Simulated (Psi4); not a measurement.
# HfHSCl3 (SMILES [SH][Hf]([Cl])([Cl])[Cl]), step by step

We compute a structure relaxation (PBE-D4/def2-SVP), then a structure relaxation (PBE0-D4/def2-TZVP) of HfHSCl3. The job is set up through a Python script.

The calculation is run with Psi4 1.11.

**1. Starting point**

HfHSCl3 has 6 atoms, charge 0, and is taken as a singlet. SMILES: `[SH][Hf]([Cl])([Cl])[Cl]`. The shape comes from a force field and isn't a relaxed structure. The run starts from this shape.

Bond lengths: S1–Hf2 2.513 Å, Hf2–Cl3 1.722 Å, Hf2–Cl4 2.577 Å, Hf2–Cl5 2.241 Å, S1–H6 1.288 Å. Angles: S1–Hf2–Cl3 86.8°, S1–Hf2–Cl4 111.4°, S1–Hf2–Cl5 86.3°, Cl3–Hf2–Cl4 92.5°, Cl3–Hf2–Cl5 104.7°, Cl4–Hf2–Cl5 156.1°, Hf2–S1–H6 62.5°.

**2. A structure relaxation at PBE-D4/def2-SVP (density fitting, core potential) (run 1)**

The input, cl3hhfs.py:

```python
import psi4

psi4.set_memory(3300000000)
psi4.set_num_threads(2)
psi4.core.set_output_file('run.log', False)

mol = psi4.geometry("""
0 1
S     -1.554948     0.952974    -0.499845
Hf     0.568623    -0.311007    -0.045280
Cl     1.236740     1.189745     0.470886
Cl     0.594539    -1.275487     2.344062
Cl     0.862203    -0.331732    -2.266780
H     -1.663391    -0.254386    -0.064556
symmetry c1
""")

psi4.set_options({
    'basis': 'def2-SVP',
    'scf_type': 'df',
    'geom_maxiter': 40,
    'max_force_g_convergence': 0.0005,
    'opt_coordinates': 'both',
})

e = psi4.optimize("pbe-d4")
print(f'pbe-d4 energy: {e:.10f} Eh')
print(mol.to_string(dtype='xyz', units='Angstrom'))
```

On the command line:

```console
python cl3hhfs.py
```

run.log:

```text
[...]
    !!!  WARNING: ECP capability is in beta. Please check occupations closely.  !!!
[...]
  Running in c1 symmetry.
[...]
  Nuclear repulsion =  466.887086940291681
[...]
  Multiplicity = 1
[...]
  Nalpha       = 40
  Nbeta        = 40
[...]
    Number of basis functions: 109
[...]
   @DF-RKS iter   1: -1825.88155247202008    7.68397e-02   5.72124e-03 DIIS/ADIIS
[...]
    !!!  WARNING: ECP capability is in beta. Please check occupations closely.  !!!
[...]
   @DF-RKS iter   9: -1826.43866103320875   -5.91172e-12   8.44308e-09 DIIS
[...]
    Orbital Energies [Eh]
    ---------------------
    Doubly Occupied:
       1A   -100.658067     2A   -100.657834     3A   -100.651765
       4A    -88.050256     5A     -9.193910     6A     -9.193696
       7A     -9.187506     8A     -7.694913     9A     -7.019094
      10A     -7.018821    11A     -7.016679    12A     -7.016554
      13A     -7.016491    14A     -7.016253    15A     -7.012764
      16A     -7.010253    17A     -7.010067    18A     -5.722421
      19A     -5.716898    20A     -5.714811    21A     -2.414238
      22A     -1.303609    23A     -1.300399    24A     -1.297895
      25A     -0.755513    26A     -0.747284    27A     -0.742723
      28A     -0.669403    29A     -0.391880    30A     -0.370284
      31A     -0.350751    32A     -0.348628    33A     -0.330002
      34A     -0.328646    35A     -0.322532    36A     -0.311389
[...]
  @DF-RKS Final Energy: -1826.43866103320875
   => Energetics <=
    Nuclear Repulsion Energy =            426.1164106407784971
    One-Electron Energy =               -3385.6026825842677681
    Two-Electron Energy =                1249.1050610533193321
    DFT Exchange-Correlation Energy =    -116.0492208764643465
    Empirical Dispersion Energy =          -0.0082292665745231
    VV10 Nonlocal Energy =                  0.0000000000000000
    Total Energy =                      -1826.4386610332087457
[...]
 Multipole Moments:
 ------------------------------------------------------------------------------------
     Multipole            Electronic (a.u.)      Nuclear  (a.u.)        Total (a.u.)
 ------------------------------------------------------------------------------------
 L = 1.  Multiply by 2.5417464519 to convert [e a0] to [Debye]
 Dipole X            :          7.1359407           -7.3915185           -0.2555778
 Dipole Y            :         -0.3484347            0.1395198           -0.2089148
 Dipole Z            :          1.3595809           -1.2377057            0.1218752
 Magnitude           :                                                    0.3518793
[...]
  -Total Gradient:
     Atom            X                  Y                   Z
    ------   -----------------  -----------------  -----------------
       1       -0.000172032042    -0.000041753354    -0.000528185675
       2       -0.000210426378     0.000138720650     0.000528602848
       3       -0.000226420236    -0.000014832692     0.000329063552
       4        0.000282890673    -0.000150786572    -0.000527634614
       5        0.000021009693     0.000080380860    -0.000287884494
       6       -0.000054208205    -0.000182350489     0.000503601695
[...]
    Final optimized geometry and variables:
    Molecular point group: c1
    Full point group: C1
    Geometry (in Angstrom), charge = 0, multiplicity = 1:
    S           -2.254596019120     0.816444065083    -0.225141271754
    HF           0.019628794293     0.001087304752     0.007819759870
    CL           1.329472364181     1.864160905948     0.544055996933
    CL           0.023445345033    -1.664530443915     1.655285506659
    CL           0.686549041488    -0.939433490704    -2.035889151332
    H           -2.744367152035    -0.425670496626     0.074767613989
[...]
```

Wall time 2.3 min (2 threads of Intel Xeon Platinum 8259CL at 2.50GHz (Skylake/Cascade Lake), shared host); peak memory 0.71 GiB.

Steps, from the record of the run:

```tsv
step	energy from the first frame kept (eV)	largest force (eV/Å)
0	0.0000	36.4071
1	-4.9509	15.2153
2	-6.7010	7.9309
3	-7.7234	3.3866
4	-8.1747	1.3717
5	-8.4439	1.2511
6	-8.6424	1.5595
7	-8.7924	1.4648
8	-8.9149	1.1443
9	-9.0002	0.5997
10	-9.0310	0.1571
11	-9.0368	0.1321
12	-9.0418	0.1249
13	-9.0477	0.1922
14	-9.0492	0.0928
15	-9.0491	0.0576
16	-9.0493	0.0678
17	-9.0498	0.1168
18	-9.0503	0.0643
19	-9.0472	0.2318
20	-9.0514	0.0317
```

After the run. Bond lengths: S1–Hf2 2.427 Å, Hf2–Cl3 2.340 Å, Hf2–Cl4 2.343 Å, Hf2–Cl5 2.347 Å, S1–H6 1.368 Å. Angles: S1–Hf2–Cl3 106.2°, S1–Hf2–Cl4 107.9°, S1–Hf2–Cl5 108.5°, Cl3–Hf2–Cl4 113.8°, Cl3–Hf2–Cl5 111.1°, Cl4–Hf2–Cl5 109.1°, Hf2–S1–H6 90.5°.

**3. A geometry optimisation at PBE0-D4/def2-TZVP (density fitting) (run 2)**

The input, cl3hhfs.py:

```python
import psi4

psi4.set_memory('3300 MB')
psi4.set_num_threads(2)
psi4.set_output_file('run.log', False)

mol = psi4.geometry("""
0 1
S     -1.798009     0.689487    -0.240952
Hf     0.476216    -0.125869    -0.007991
Cl     1.786059     1.737204     0.528245
Cl     0.480032    -1.791487     1.639474
Cl     1.143136    -1.066390    -2.051700
H     -2.287780    -0.552627     0.058956
units angstrom
symmetry c1
""")

psi4.set_options({
    'basis': 'def2-TZVP',
    'reference': 'rks',
    'scf_type': 'df',
    'geom_maxiter': 80,
    'max_force_g_convergence': 0.0002,
})

E = psi4.optimize("pbe0-d4")
print(f'total energy {E:.8f} hartree = {E * 27.211386:.5f} eV')
print(mol.to_string(dtype='xyz', units='Angstrom'))
```

On the command line:

```console
python cl3hhfs.py
```

run.log:

```text
-----------------------------------------

    			 OPTKING 3.0: for geometry optimizations

    			        with contributions from

    			-----------------------------------------

[... 19 lines left out ...]
	IRC_CONVERGENCE                =            -0.7
[... 230 lines left out ...]
	Measures of convergence in internal coordinates in au.
[... 75 lines left out ...]
	Measures of convergence in internal coordinates in au.
[... 110 lines left out ...]
                           Total Energy        Delta E     RMS |[F,P]|
[... 4 lines left out ...]
   @DF-RKS iter   3: -1827.17078808909946   -1.39358e-07   6.09530e-07 DIIS
[... 3 lines left out ...]
   @DF-RKS iter   7: -1827.17078809691770   -5.91172e-12   3.49080e-09 DIIS
[... 38 lines left out ...]
    Nuclear Repulsion Energy =            429.6565408542475666
[... 3 lines left out ...]
    Empirical Dispersion Energy =          -0.0074398449761444
[... 17 lines left out ...]
 Dipole Y            :         -0.2894110            0.1402830           -0.1491280
[... 96 lines left out ...]
	Measures of convergence in internal coordinates in au.
[... 1 line left out ...]
	Criteria marked as inactive (o), active & met (*), and active & unmet ( ).

	----------------------------------------------------------------------------------------------
	   Step    Total Energy     Delta E     Max Force     RMS Force      Max Disp      RMS Disp
	----------------------------------------------------------------------------------------------
	  Convergence Criteria              o    2.00e-04 *             o             o             o
	----------------------------------------------------------------------------------------------
	    80   -1827.17078810   -1.19e-05 o    8.38e-04      4.17e-04 o    8.63e-03 o    2.94e-03 o  ~
	----------------------------------------------------------------------------------------------

Next Geometry in Ang
	Fragment 1 (Ang)

	    S  -2.2541880311   0.8284581606  -0.0941695165
	   Hf   0.0145461746   0.0034561650   0.0018951449
	   Cl   1.3471349917   1.8426227324   0.4635610229
	   Cl   0.1594306812  -1.6242724554   1.6543774102
	   Cl   0.5599903886  -0.9693520575  -2.0375919306
	    H  -2.7144109635  -0.4219486500  -0.3143111629

    Structure for next step:
    Molecular point group: c1
    Full point group: C1

    Geometry (in Angstrom), charge = 0, multiplicity = 1:

    S           -2.254426889286     0.827128760565    -0.093612886618
    HF           0.014307316397     0.002126764904     0.002451774704
    CL           1.346896133507     1.841293332342     0.464117652718
    CL           0.159191822990    -1.625601855473     1.654934040087
    CL           0.559751530350    -0.970681457547    -2.037035300795
    H           -2.714649821676    -0.423278050012    -0.313754533035

PsiException: Could not converge geometry optimization in 80 iterations.

[set-up sections that repeat, and orbital energies of the middle runs, are left out above]
```

On the terminal:

```text
psi4.driver.p4util.exceptions.OptimizationConvergenceError: Could not converge geometry optimization in 80 iterations.
```

It took 16 min on 2 threads of Intel Xeon Platinum 8259CL at 2.50GHz (Skylake/Cascade Lake), shared host; peak memory 1.1 GiB.

The iterations ended before the threshold was met.

**4. Results**

```
                                       quantity                      value
run 1, PBE-D4/def2-SVP: total energy at the end             -1826.43866 Eh
          run 1, PBE-D4/def2-SVP: dipole moment                     0.89 D
            run 1, PBE-D4/def2-SVP: HOMO energy                   -7.02 eV
            run 1, PBE-D4/def2-SVP: LUMO energy                   -3.14 eV
          run 1, PBE-D4/def2-SVP: HOMO–LUMO gap                    3.88 eV
      run 1, PBE-D4/def2-SVP: dispersion energy              -21.61 kJ/mol
                       run 2, PBE0-D4/def2-TZVP  no result (not converged)
```

In words: The optimisation (run 1, PBE-D4/def2-SVP) took 21 steps and changed the energy by -9.051 eV. 1 of the 2 runs did not end normally.
